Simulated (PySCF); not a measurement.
# C5H6N2SSi: the cost of one run

Programs: PySCF 2.14.0, with routines of our own; each step states its level. All values are computed. Atoms count from 0.

### 1 The starting structure

15 atoms, charge 0, multiplicity 1; geometry from: GFN2-xTB.

### 2 Geometry optimisation at PBE0-D3(BJ)/def2-SVP

Job settings and geometry (Å):

```
{"job": {"xc": "PBE0", "basis": "def2-SVP", "d3": "d3bj", "grid": 2, "kind": "geom"}, "charge": 0, "multiplicity": 1}
Si    -2.794927    -0.204550     0.211935
C     -0.920021    -0.058812     0.067826
C     -0.044855    -0.376076     1.109213
N      1.263603    -0.285409     1.009085
C      1.757741     0.132322    -0.154059
C      3.190644     0.251897    -0.313179
S      4.275435    -0.089001     0.839578
N      1.023086     0.463579    -1.219283
C     -0.284568     0.366721    -1.099907
H     -3.383438     0.823740    -0.644782
H     -3.174410    -1.542588    -0.242394
H     -3.150150    -0.001728     1.614729
H     -0.417190    -0.715594     2.067955
H      3.510225     0.598803    -1.290960
H     -0.855587     0.644686    -1.977669
```

Started as:

```bash
$ OMP_NUM_THREADS=1 python excited_run.py task.json out
```

One launch serves the whole session: the jobs run in the order shown.

**Question.** How long does this first job take on 1 thread of Arm Neoverse V2, shared host, and how much memory does it need?

About 65 s, with a peak of 0.88 GiB.
